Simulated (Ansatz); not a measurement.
# TiGe4Mo: from a guess to a relaxed structure

Where does this trial cell of TiGe4Mo go when cell and atoms are let free?

Program: Ansatz 0.2.0. Level of theory: DFT PBE, scalar-relativistic, plane waves, PAW. These are calculated values, not measurements.

### Step 1. Starting point

It takes space group Cmmm (No. 65, orthorhombic). Conventional cell: a = 5.007 Å, b = 8.729 Å, c = 5.007 Å, α = 90.00°, β = 90.00°, γ = 90.00°. Ti (site symmetry mmm) has 10 Ge at 2.87 to 2.95 Å in its first shell of neighbours. Ge (site symmetry m2m) has 5 Ge at 2.82 to 2.94 Å and 2 Ti at 2.87 Å and 3 Mo at 2.87 to 2.95 Å in its first shell of neighbours. Around Ge (site symmetry m2m) lie 5 Ge at 2.82 to 2.94 Å and 3 Ti at 2.87 to 2.95 Å and 2 Mo at 2.87 Å. Around Mo (site symmetry mmm) lie 10 Ge at 2.87 to 2.95 Å.

Coordinates:

```cif
data_structure
_symmetry_space_group_name_H-M 'P 1'
_symmetry_Int_Tables_number 1
_cell_length_a 5.0313
_cell_length_b 5.0313
_cell_length_c 5.0065
_cell_angle_alpha 90.000
_cell_angle_beta 90.000
_cell_angle_gamma 120.325
_cell_volume 109.39
loop_
_atom_site_label
_atom_site_type_symbol
_atom_site_fract_x
_atom_site_fract_y
_atom_site_fract_z
_atom_site_occupancy
Ti1 Ti 0.50000 0.50000 0.50000 1
Ge1 Ge 0.66167 0.33833 0.00000 1
Ge2 Ge 0.16167 0.83833 0.50000 1
Ge3 Ge 0.33833 0.66167 0.00000 1
Ge4 Ge 0.83833 0.16167 0.50000 1
Mo1 Mo 0.00000 0.00000 0.00000 1
```

The start is an ordering of an alloy on its end members' structure types: elements ordered on the sites of the Ge2Mo type, Ti/Mo on Mo (Cmmm, No. 65).

### Step 2. The guess as it stands, on a coarse mesh

Contents of input.yaml:

```yaml
crystal:
  lattice:
    - [2.50325719, -4.36434465, 0.0]
    - [2.50325719, 4.36434465, 0.0]
    - [0.0, 0.0, 5.00651438]
  atoms:
    - { symbol: Ti, position: [0.5, 0.5, 0.5] }
    - { symbol: Ge, position: [0.66167426, 0.33832574, 0.0] }
    - { symbol: Ge, position: [0.16167426, 0.83832574, 0.5] }
    - { symbol: Ge, position: [0.33832574, 0.66167426, 0.0] }
    - { symbol: Ge, position: [0.83832574, 0.16167426, 0.5] }
    - { symbol: Mo, position: [0.0, 0.0, 0.0] }
basis:
  ecutwfc: 420
kpoints:
  mp_grid: { grid: [4, 4, 4] }
hamiltonian:
  xc: pbe
scf:
  occupations: { method: gaussian, width: 0.1 }
  lower_state_search: "off"
output:
  forces: true
  stress: true
  eigenvalues: true
```

The run is started by

```sh
> ansatz run input.yaml --threads 1 --pin off --max-ram 2560MiB --backend cpu --events-out ev --progress --plain --runs-dir out
```

Log (excerpt; [...] marks lines left out):

```text
[...]
SCF converged after 7 iterations
Free energy (F): -24636.196936 eV
[...]
E sigma→0 (E₀):  -24636.187018 eV
Entropy (-TS):   -0.019836 eV (-3.306 meV/atom)
Fermi energy:    12.384178 eV
[...]
--- Forces (eV/Å), atoms counted from 1 ---
  atom   1  Ti     0.00000000     0.00000000     0.00000000
  atom   2  Ge     0.00000000     0.26588322     0.00000000
  atom   3  Ge     0.00000000     0.08030415     0.00000000
  atom   4  Ge     0.00000000    -0.26588322    -0.00000000
  atom   5  Ge     0.00000000    -0.08030415    -0.00000000
  atom   6  Mo     0.00000000     0.00000000     0.00000000
[...]
--- Stress (GPa, compression-positive) ---
      -14.307453       0.000000      -0.000000
        0.000000     -13.148390      -0.000000
       -0.000000      -0.000000     -14.576348
  P = ⅓ Tr σ = -14.0107 GPa (-140.107 kbar)
--- Band table (eV; the first three rows and the last of 21) ---
[...]
```

Run time: 7.5 s. Hardware: 1 thread of AMD EPYC (Zen 3), shared host; peak memory 0.46 GiB.

The probe gives pressure -14.0 GPa, largest force 0.27 eV/Å, gap on this mesh none (metal). A cheap, loose relaxation comes first.

### Step 3. A loose first relaxation

Edit input.yaml of step 2 so:

```diff
@@ -25 +25,6 @@
   eigenvalues: true
+relax:
+  adjacent_minimum: "off"
+  f_tol: 0.04
+  max_steps: 70
+  cell: { stress_tol: 0.4 }
```

The run is started by

```sh
> ansatz run input.yaml --threads 1 --pin off --max-ram 2560MiB --backend cpu --events-out ev --progress --plain --runs-dir out
```

Log:

```text
Warning: RAYON_NUM_THREADS=1 ignored (pool sized by the plan → 1); use --threads N
Engine: ansatz 0.2.0, x86_64-unknown-linux-gnu
Pseudopotentials: kind: paw
Pseudopotential: Ti, paw, valence charge 12, recommended cutoff 420 eV (normal), Ti.paw.azcp
Pseudopotential: Ge, paw, valence charge 14, recommended cutoff 420 eV (normal), Ge.paw.azcp
Pseudopotential: Mo, paw, valence charge 14, recommended cutoff 420 eV (normal), Mo.paw.azcp
Functional definition: PBE
  parameter kappa = 0.804
  parameter beta = 0.06672455060314922
  exchange = pbe_x(kappa = kappa, mu = beta*pi^2/3)
  correlation = pbe_c(beta = beta)
Crystal: 6 atoms, lattice volume = 109.393 Å³
Basis set: ecut = 420 eV, 2163 PW (Γ), exchange–correlation on 72×72×72 points (8 copies of the dense FFT grid, shifted against one another)
Bands: 50, of which v1, the nominal top of the filled ones, is band 41 counted from 1 (40 counted from 0)
Symmetry: 8 space group operations
Space group: Cmmm (ITA 65), of the structure as read, at distance tolerance 4.8e-5 Å
k-points: 21 of 64
Non-local potential: Ti, projectors of the file, l = 0: 3, l = 1: 2, l = 2: 3, l = 3: 1
Non-local potential: Ge, projectors of the file, l = 0: 2, l = 1: 2, l = 2: 3, l = 3: 1
Non-local potential: Mo, projectors of the file, l = 0: 3, l = 1: 2, l = 2: 2, l = 3: 1
PAW form: soft (Blöchl's): semilocal exchange-correlation on the pseudo side does not see the compensation charge
PAW one-centre angular grid: Ti, 590 points (default); XC on 64 Gauss nodes
PAW one-centre angular grid: Ge, 590 points (default); XC on 64 Gauss nodes
PAW one-centre angular grid: Mo, 590 points (default); XC on 64 Gauss nodes
Initial density: superposition of atomic densities (neutral atoms: chi_scale 0, normalization atom), corrected by the library's trained network
Initial wavefunctions: pseudopotential atomic-orbital guess
Functional: x = pbe(κ = 0.804, μ = 0.2195149727645171), c = pbe(β = 0.06672455060314922)
SCF iter   1: F=—  HF=-24636.212493 eV  |F-HF|=—  |Δ(HF+E_count)|=         —  Δρ=9.64e-3  dr2=2.26e-1  ethr=1.77e-3  ⟨swp⟩=5.7  Hψ=3387  notcnv=0
preconditioner: auto → Kerker (q_TF=auto, 2.600 Å⁻¹)  [metal: Δε(μ)=0.012 eV  Ē_g=18.376 eV  σ=0.100 eV  W_gap=0.07  n_scr=28 (ndim 8)  ℏωp=28.8 eV  f_vac=0.000  D(μ)=3.50/eV (n_scr^D=20)]
SCF iter   2: F=—  HF=-24636.201885 eV  |F-HF|=—  |Δ(HF+E_count)|=   1.06e-2  Δρ=5.26e-3  dr2=6.63e-2  ethr=2.76e-4  ⟨swp⟩=1.0  Hψ=1218  notcnv=0
SCF iter   3: F=—  HF=-24636.196944 eV  |F-HF|=—  |Δ(HF+E_count)|=   4.94e-3  Δρ=5.99e-4  dr2=3.91e-4  ethr=8.08e-5  ⟨swp⟩=2.0  Hψ=1053  notcnv=0
SCF iter   4: F=—  HF=-24636.196993 eV  |F-HF|=—  |Δ(HF+E_count)|=   4.88e-5  Δρ=2.68e-4  dr2=6.11e-5  ethr=4.76e-7  ⟨swp⟩=2.0  Hψ=1806  notcnv=0
SCF iter   5: F=—  HF=-24636.196918 eV  |F-HF|=—  |Δ(HF+E_count)|=   7.52e-5  Δρ=8.82e-5  dr2=8.94e-6  ethr=7.45e-8  ⟨swp⟩=2.0  Hψ=1691  notcnv=0
SCF iter   6: F=—  HF=-24636.196936 eV  |F-HF|=—  |Δ(HF+E_count)|=   1.80e-5  Δρ=2.28e-5  dr2=8.50e-7  ethr=1.09e-8  ⟨swp⟩=2.0  Hψ=1205  notcnv=0
SCF iter   7: F=-24636.196936 eV  HF=-24636.196936 eV  |F-HF|=1.37e-8  |Δ(HF+E_count)|=   5.12e-8  Δρ=4.76e-6  dr2=2.82e-8  ethr=1.22e-10  ⟨swp⟩=8.1  Hψ=4036  notcnv=0
SCF 1 converged in 7 iterations: F = -24636.196936 eV  dr2 = 2.82e-8
relax step   1: F+E_penalty+E_count = -24636.19693552 eV  Δ(F+E_penalty+E_count) = +0.000e0 eV  max|allowed force component| = 2.659e-1 eV/Å  Δτ_max = 0.0000 Å  P = -14.011 GPa  Ω = 109.393 Å³  (7 SCF iters, dr2 threshold 1.00e-7 eV, accepted)
Crystal: 6 atoms, lattice volume = 95.243 Å³
Basis set: ecut = 420 eV, 1815 PW (Γ), exchange–correlation on 72×72×72 points (8 copies of the dense FFT grid, shifted against one another)
Initial density: handed on by an earlier stage of this run
Initial wavefunctions: those handed on with the density
iter 1 solved again at ethr=1.78e-3 eV; its pass at ethr=3.10e-3 eV (dr2=1.46e0 eV) is discarded
SCF iter   1: F=—  HF=-24637.073669 eV  |F-HF|=—  |Δ(HF+E_count)|=         —  Δρ=2.35e-2  dr2=1.46e0  ethr=1.78e-3  ⟨swp⟩=1.0  Hψ=4544  notcnv=0
preconditioner: auto → Kerker (q_TF=auto, 2.661 Å⁻¹)  [metal: Δε(μ)=0.055 eV  Ē_g=18.823 eV  σ=0.100 eV  W_gap=0.29  n_scr=28 (ndim 8)  ℏωp=30.9 eV  f_vac=0.000  D(μ)=2.64/eV (n_scr^D=20)]
SCF iter   2: F=—  HF=-24636.989658 eV  |F-HF|=—  |Δ(HF+E_count)|=   8.40e-2  Δρ=1.33e-2  dr2=4.94e-1  ethr=1.78e-3  ⟨swp⟩=2.0  Hψ=1188  notcnv=0
SCF iter   3: F=—  HF=-24636.945022 eV  |F-HF|=—  |Δ(HF+E_count)|=   4.46e-2  Δρ=1.38e-3  dr2=3.15e-3  ethr=6.02e-4  ⟨swp⟩=2.0  Hψ=1214  notcnv=0
SCF iter   4: F=—  HF=-24636.944894 eV  |F-HF|=—  |Δ(HF+E_count)|=   1.28e-4  Δρ=5.08e-4  dr2=2.02e-4  ethr=3.84e-6  ⟨swp⟩=2.0  Hψ=1847  notcnv=0  defer=1
SCF iter   5: F=—  HF=-24636.944641 eV  |F-HF|=—  |Δ(HF+E_count)|=   2.53e-4  Δρ=2.02e-4  dr2=3.75e-5  ethr=2.46e-7  ⟨swp⟩=2.0  Hψ=1697  notcnv=0  defer=1
SCF iter   6: F=—  HF=-24636.944635 eV  |F-HF|=—  |Δ(HF+E_count)|=   6.39e-6  Δρ=5.71e-5  dr2=4.62e-6  ethr=4.58e-8  ⟨swp⟩=2.0  Hψ=1803  notcnv=0  defer=1
SCF iter   7: F=-24636.944634 eV  HF=-24636.944634 eV  |F-HF|=1.47e-7  |Δ(HF+E_count)|=   7.21e-7  Δρ=1.66e-5  dr2=3.48e-7  ethr=7.32e-10  ⟨swp⟩=6.9  Hψ=3878  notcnv=0
SCF 2 converged in 7 iterations: F = -24636.944634 eV  dr2 = 3.48e-7
relax step   2: F+E_penalty+E_count = -24636.94463406 eV  Δ(F+E_penalty+E_count) = -7.477e-1 eV  max|allowed force component| = 2.370e-1 eV/Å  Δτ_max = 0.0137 Å  P = -0.738 GPa  Ω = 95.243 Å³  energy of the carried Pulay correction = +3.101e-3 eV  (7 SCF iters, dr2 threshold 6.00e-7 eV, accepted)
Crystal: 6 atoms, lattice volume = 94.304 Å³
Basis set: ecut = 420 eV, 1819 PW (Γ), exchange–correlation on 72×72×72 points (8 copies of the dense FFT grid, shifted against one another)
iter 1 solved again at ethr=1.85e-5 eV; its pass at ethr=3.10e-3 eV (dr2=1.52e-2 eV) is discarded
SCF iter   1: F=—  HF=-24636.955631 eV  |F-HF|=—  |Δ(HF+E_count)|=         —  Δρ=2.63e-3  dr2=1.49e-2  ethr=1.85e-5  ⟨swp⟩=1.0  Hψ=4460  notcnv=0
preconditioner: auto → Kerker (q_TF=auto, 2.665 Å⁻¹)  [metal: Δε(μ)=0.065 eV  Ē_g=19.000 eV  σ=0.100 eV  W_gap=0.33  n_scr=28 (ndim 8)  ℏωp=31.1 eV  f_vac=0.000  D(μ)=2.63/eV (n_scr^D=20)]
SCF iter   2: F=—  HF=-24636.954752 eV  |F-HF|=—  |Δ(HF+E_count)|=   8.79e-4  Δρ=1.47e-3  dr2=4.87e-3  ethr=1.82e-5  ⟨swp⟩=1.0  Hψ=1050  notcnv=0
SCF iter   3: F=—  HF=-24636.954318 eV  |F-HF|=—  |Δ(HF+E_count)|=   4.34e-4  Δρ=1.50e-4  dr2=2.92e-5  ethr=5.93e-6  ⟨swp⟩=1.4  Hψ=1070  notcnv=0
SCF iter   4: F=—  HF=-24636.954282 eV  |F-HF|=—  |Δ(HF+E_count)|=   3.59e-5  Δρ=4.73e-5  dr2=2.07e-6  ethr=3.56e-8  ⟨swp⟩=2.0  Hψ=1761  notcnv=0
iter 5 did not close the SCF: its close was put off for the readings that it lacked (scf_convergence_deferred on its scf_iter line)
SCF iter   5: F=-24636.954280 eV  HF=-24636.954280 eV  |F-HF|=4.41e-7  |Δ(HF+E_count)|=   1.56e-6  Δρ=2.07e-5  dr2=4.39e-7  ethr=2.52e-9  ⟨swp⟩=2.0  Hψ=1741  notcnv=0
SCF iter   6: F=-24636.954280 eV  HF=-24636.954280 eV  |F-HF|=2.31e-8  |Δ(HF+E_count)|=   1.77e-7  Δρ=5.96e-6  dr2=4.14e-8  ethr=5.36e-10  ⟨swp⟩=2.1  Hψ=3740  notcnv=0
SCF 3 converged in 6 iterations: F = -24636.954280 eV  dr2 = 4.14e-8
relax step   3: F+E_penalty+E_count = -24636.95428009 eV  Δ(F+E_penalty+E_count) = -9.646e-3 eV  max|allowed force component| = 5.358e-2 eV/Å  Δτ_max = 0.0200 Å  P = +0.323 GPa  Ω = 94.304 Å³  energy of the carried Pulay correction = +3.322e-3 eV  (6 SCF iters, dr2 threshold 6.00e-7 eV, accepted)
Crystal: 6 atoms, lattice volume = 94.504 Å³
Basis set: ecut = 420 eV, 1811 PW (Γ), exchange–correlation on 72×72×72 points (8 copies of the dense FFT grid, shifted against one another)
iter 1 solved again at ethr=1.35e-6 eV; its pass at ethr=3.10e-3 eV (dr2=1.11e-3 eV) is discarded
SCF iter   1: F=—  HF=-24636.955249 eV  |F-HF|=—  |Δ(HF+E_count)|=         —  Δρ=7.43e-4  dr2=1.12e-3  ethr=1.35e-6  ⟨swp⟩=2.0  Hψ=4302  notcnv=0
preconditioner: auto → Kerker (q_TF=auto, 2.665 Å⁻¹)  [metal: Δε(μ)=0.033 eV  Ē_g=19.004 eV  σ=0.100 eV  W_gap=0.18  n_scr=28 (ndim 8)  ℏωp=31.0 eV  f_vac=0.000  D(μ)=2.81/eV (n_scr^D=20)]
SCF iter   2: F=—  HF=-24636.955150 eV  |F-HF|=—  |Δ(HF+E_count)|=   9.90e-5  Δρ=4.08e-4  dr2=3.86e-4  ethr=1.35e-6  ⟨swp⟩=1.1  Hψ=1053  notcnv=0
SCF iter   3: F=—  HF=-24636.955061 eV  |F-HF|=—  |Δ(HF+E_count)|=   8.82e-5  Δρ=6.01e-5  dr2=6.68e-6  ethr=4.71e-7  ⟨swp⟩=1.9  Hψ=1118  notcnv=0
SCF iter   4: F=—  HF=-24636.955060 eV  |F-HF|=—  |Δ(HF+E_count)|=   1.76e-6  Δρ=2.60e-5  dr2=6.93e-7  ethr=8.14e-9  ⟨swp⟩=2.0  Hψ=1739  notcnv=0
iter 5 did not close the SCF: its close was put off for the readings that it lacked (scf_convergence_deferred on its scf_iter line)
SCF iter   5: F=-24636.955059 eV  HF=-24636.955059 eV  |F-HF|=1.24e-7  |Δ(HF+E_count)|=   5.10e-7  Δρ=1.03e-5  dr2=1.61e-7  ethr=8.45e-10  ⟨swp⟩=2.0  Hψ=1742  notcnv=0
SCF iter   6: F=-24636.955059 eV  HF=-24636.955059 eV  |F-HF|=1.32e-9  |Δ(HF+E_count)|=   3.05e-8  Δρ=2.42e-6  dr2=5.21e-9  ethr=1.97e-10  ⟨swp⟩=2.0  Hψ=3277  notcnv=0
SCF 4 converged in 6 iterations: F = -24636.955059 eV  dr2 = 5.21e-9
relax step   4: F+E_penalty+E_count = -24636.95505908 eV  Δ(F+E_penalty+E_count) = -7.790e-4 eV  max|allowed force component| = 3.819e-3 eV/Å  Δτ_max = 0.0050 Å  P = +0.003 GPa  Ω = 94.504 Å³  energy of the carried Pulay correction = +3.274e-3 eV  (6 SCF iters, dr2 threshold 6.00e-7 eV, accepted)
Basis set: ecut = 420 eV, 1811 PW (Γ), exchange–correlation on 72×72×64 points (8 copies of the dense FFT grid, shifted against one another)
Initial wavefunctions: pseudopotential atomic-orbital guess (no wavefunctions were taken with the density)
iter 1 solved again at ethr=1.38e-8 eV; its pass at ethr=3.10e-3 eV (dr2=1.14e-5 eV) is discarded
SCF iter   1: F=—  HF=-24636.951386 eV  |F-HF|=—  |Δ(HF+E_count)|=         —  Δρ=1.58e-4  dr2=3.68e-6  ethr=1.38e-8  ⟨swp⟩=4.2  Hψ=6030  notcnv=0
preconditioner: auto → Kerker (q_TF=auto, 2.665 Å⁻¹)  [metal: Δε(μ)=0.043 eV  Ē_g=18.999 eV  σ=0.100 eV  W_gap=0.24  n_scr=28 (ndim 8)  ℏωp=31.0 eV  f_vac=0.000  D(μ)=2.80/eV (n_scr^D=20)]
SCF iter   2: F=—  HF=-24636.951490 eV  |F-HF|=—  |Δ(HF+E_count)|=   1.04e-4  Δρ=1.11e-4  dr2=3.81e-6  ethr=4.49e-9  ⟨swp⟩=2.0  Hψ=1911  notcnv=0
SCF iter   3: F=—  HF=-24636.951491 eV  |F-HF|=—  |Δ(HF+E_count)|=   1.54e-6  Δρ=4.29e-5  dr2=6.52e-7  ethr=4.49e-9  ⟨swp⟩=2.7  Hψ=1932  notcnv=0
SCF iter   4: F=—  HF=-24636.951491 eV  |F-HF|=—  |Δ(HF+E_count)|=   1.76e-7  Δρ=6.16e-6  dr2=2.42e-8  ethr=7.95e-10  ⟨swp⟩=3.0  Hψ=2046  notcnv=0
iter 5 did not close the SCF: its close was put off for the readings that it lacked (scf_convergence_deferred on its scf_iter line)
SCF iter   5: F=-24636.951491 eV  HF=-24636.951491 eV  |F-HF|=7.79e-10  |Δ(HF+E_count)|=   1.08e-8  Δρ=1.18e-6  dr2=1.25e-9  ethr=2.95e-11  ⟨swp⟩=2.0  Hψ=1738  notcnv=0
SCF iter   6: F=-24636.951491 eV  HF=-24636.951491 eV  |F-HF|=2.55e-11  |Δ(HF+E_count)|=  7.28e-11  Δρ=2.48e-7  dr2=6.00e-11  ethr=1.53e-12  ⟨swp⟩=2.2  Hψ=3382  notcnv=0
SCF 5 converged in 6 iterations: F = -24636.951491 eV  dr2 = 6.00e-11
relax step   5: F+E_penalty+E_count = -24636.95149096 eV  Δ(F+E_penalty+E_count) = +3.568e-3 eV  max|allowed force component| = 3.950e-3 eV/Å  Δτ_max = 0.0000 Å  P = +0.010 GPa  Ω = 94.504 Å³  stress off target by 2.50e-2 GPa  SCF on the basis re-selected at this cell (its energy is not comparable with the rows above)  (6 SCF iters)
basis re-selected at this cell: Δ(F+E_penalty+E_count) = +3.568e-3 eV, ΔP = +0.006 GPa vs the last step (what re-selecting the basis moved, of the pressure what is left beyond the Pulay correction that the steps carried, after the strain that the cell walked since its last selection, with what the two solves' SCF thresholds leave and, on support functions, any second-order correction that the steps lacked; it is no measure of the basis error at this ecutwfc). The dense FFT grid was sized anew with the basis: this SCF ran on 36×36×32 points, the steps before it on 36×36×36, so part of this shift can come from that change (see relax.cell in the input reference). This SCF's stress stands 2.50e-2 GPa from its target on what of the cell is left free (relax.cell.stress_tol is 4.00e-1 GPa) and its largest allowed force component is 3.95e-3 eV/Å (relax.f_tol is 4.00e-2 eV/Å): within both
SCF converged after 6 iterations
Free energy (F): -24636.951491 eV
Harris-Foulkes:  -24636.951491 eV  (|F-HF|=2.55e-11)
Internal energy: -24636.937476 eV  (E = F + TS)
E sigma→0 (E₀):  -24636.944483 eV
Entropy (-TS):   -0.014015 eV (-2.336 meV/atom)
Fermi energy:    14.903620 eV
--- Per-component energies (eV) ---
  E_band       = -501.957197
  E_kinetic    = 1163.490569
  E_local      = -9513.284058  (includes V_loc(G=0)·N_el)
  E_nonlocal   = 1824.150389
  E_hartree    = 4100.962591
  E_xc         = -586.983723
  E_vxc        = -614.662357  (∫ρ·V_xc dr)
  E_paw        = -12327.150153  (= ΣΔE_a)
  E_vpaw       = -1563.578750  (= ΣTr[D̂ρ^β])
  E_aug_tail   = 0.001559  (compensation charges beyond the density's cutoff)
  E_ewald      = -9298.124651
  E_smearing   = -0.014015  (= −TS)
  E_closure    = 0.000000  (closes the sum)
  Σ components = -24636.951491   (vs F -24636.951491, Δ=0.00e0)
--- Forces (eV/Å), atoms counted from 1 ---
  atom   1  Ti     0.00000000     0.00000000     0.00000000
  atom   2  Ge     0.00000000     0.00038236    -0.00000000
  atom   3  Ge     0.00000000    -0.00395027     0.00000000
  atom   4  Ge     0.00000000    -0.00038236     0.00000000
  atom   5  Ge     0.00000000     0.00395027    -0.00000000
  atom   6  Mo     0.00000000    -0.00000000     0.00000000
  max |Σ_I F_I| component: 8.67e-19 eV/Å
--- Stress (GPa, compression-positive) ---
        0.024951       0.000000       0.000000
        0.000000      -0.005271      -0.000000
        0.000000      -0.000000       0.008968
  P = ⅓ Tr σ = 0.0095 GPa (0.095 kbar)
--- Band table (eV; the first three rows and the last of 21) ---
  k-point 0: bands = ["-45.9403", "-41.6459", "-20.0734", "-20.0427", "-20.0190", "-17.9808", "-17.9353", "-17.9350", "-9.4260", "-9.4127", "-9.4095", "-9.4065", "-9.3941", "-9.3765", "-9.3720", "-9.3708", "-9.3678", "-9.3651", "-9.3457", "-9.3300", "-9.3270", "-9.3253", "-9.3234", "-9.3142", "-9.3109", "-9.2923", "-9.2920", "-9.2879", "2.0983", "6.2451", "8.9690", "9.7577", "9.8906", "10.1540", "10.3463", "11.7648", "12.7414", "13.3958", "13.5025", "13.9527", "14.0979", "16.0951", "17.2214", "17.3652", "17.6375", "18.0086", "18.1892", "18.3962", "18.8191", "18.8347"]
  k-point 1: bands = ["-45.9402", "-41.6459", "-20.0730", "-20.0421", "-20.0202", "-17.9803", "-17.9373", "-17.9361", "-9.4425", "-9.4168", "-9.3991", "-9.3957", "-9.3930", "-9.3773", "-9.3757", "-9.3728", "-9.3692", "-9.3586", "-9.3384", "-9.3371", "-9.3319", "-9.3279", "-9.3229", "-9.3163", "-9.3119", "-9.3077", "-9.2844", "-9.2742", "2.5219", "5.3420", "9.0710", "9.9398", "9.9473", "10.1186", "10.3558", "12.7054", "12.9709", "13.1992", "13.2253", "13.9904", "14.1216", "14.8907", "16.7405", "17.5349", "17.7193", "17.9729", "18.0924", "18.2474", "18.8075", "18.8079"]
  k-point 2: bands = ["-45.9402", "-41.6459", "-20.0725", "-20.0415", "-20.0214", "-17.9799", "-17.9397", "-17.9369", "-9.4408", "-9.4346", "-9.3925", "-9.3917", "-9.3899", "-9.3827", "-9.3768", "-9.3760", "-9.3548", "-9.3461", "-9.3444", "-9.3415", "-9.3374", "-9.3340", "-9.3266", "-9.3249", "-9.3110", "-9.3041", "-9.2759", "-9.2722", "3.6507", "3.7881", "9.2614", "9.5363", "10.2301", "10.8724", "11.0818", "11.5830", "12.9267", "13.0869", "13.5298", "13.8540", "13.9574", "14.1187", "16.7917", "17.4149", "18.1016", "18.3675", "18.3725", "18.4002", "18.4614", "18.4699"]
  k-point 20: bands = ["-45.9401", "-41.6458", "-20.0763", "-20.0418", "-20.0211", "-17.9830", "-17.9394", "-17.9370", "-9.4398", "-9.4235", "-9.4208", "-9.4196", "-9.4186", "-9.4091", "-9.4032", "-9.3946", "-9.3643", "-9.3543", "-9.3266", "-9.3247", "-9.3219", "-9.3133", "-9.3003", "-9.2953", "-9.2876", "-9.2854", "-9.2843", "-9.2802", "4.9111", "5.1036", "6.1226", "6.5725", "10.9800", "11.0917", "11.1864", "11.4960", "13.3971", "13.6212", "14.4727", "14.8470", "14.8904", "15.5250", "15.6720", "16.1713", "16.5328", "17.0041", "17.0199", "17.0834", "20.6213", "20.7710"]
--- Relaxed structure (4 steps of the walk, 4 accepted, 1 SCFs on fresh bases) ---
  F+E_penalty+E_count = -24636.95149096 eV   max|allowed force component| = 3.950e-3 eV/Å   (the final SCF, on the basis selected at the relaxed cell)
  cell:  # Å, volume = 94.5045 Å³
    - [2.371465220143089, -4.20328268680692, 2.1817214772466003e-17]
    - [2.371465220143089, 4.20328268680692, -2.1817214772466003e-17]
    - [-2.419323113388892e-33, -2.502740004502153e-17, 4.740421444537842]
  atoms:
    - { symbol: Ti, position: [0.5, 0.5, 0.49999999999999994] }
    - { symbol: Ge, position: [0.66093318660207, 0.33906681339793, 7.172243490374388e-20] }
    - { symbol: Ge, position: [0.16502930211447642, 0.8349706978855236, 0.49999999999999994] }
    - { symbol: Ge, position: [0.33906681339793, 0.66093318660207, -7.172243490374445e-20] }
    - { symbol: Ge, position: [0.8349706978855236, 0.16502930211447642, 0.49999999999999994] }
    - { symbol: Mo, position: [-1.6561511665300596e-20, 1.6561511665300446e-20, 6.411413204900038e-36] }
```

Run time: 46 s. Hardware: 1 thread of AMD EPYC (Zen 3), shared host; peak memory 0.48 GiB.

The steps of the relaxation:

| step | E - E(step 1) (eV/cell) | largest force component (eV/Å) | pressure (GPa) | volume (Å³) |
| --- | --- | --- | --- | --- |
| 1 | 0.0000 | 0.2659 | -14.01 | 109.39 |
| 2 | -0.7477 | 0.2370 | -0.74 | 95.24 |
| 3 | -0.7573 | 0.0536 | 0.32 | 94.30 |
| 4 | -0.7581 | 0.0038 | 0.00 | 94.50 |
| 5 | -0.7546 | 0.0040 | 0.01 | 94.50 |

Step 1 is the start. Step 5 repeats the geometry before it on a plane-wave basis chosen anew for that cell, so its energy need not be comparable with the rows above.

Lengths and angles in the start's conventional setting:

|  | before | after | change |
| --- | --- | --- | --- |
| a (Å) | 5.007 | 4.743 | -5.3 % |
| b (Å) | 8.729 | 8.407 | -3.7 % |
| c (Å) | 5.007 | 4.740 | -5.3 % |
| volume (Å³/atom) | 18.23 | 15.75 | -13.6 % |
| shortest distance (Å) | 2.822 | 2.706 | -4.1 % |
| space group (0.01 Å) | Cmmm | Cmmm | same |

The run keeps the 8 symmetry operations of the start, so it could not have lowered the symmetry.

(Part 1 of 2 ends here.)
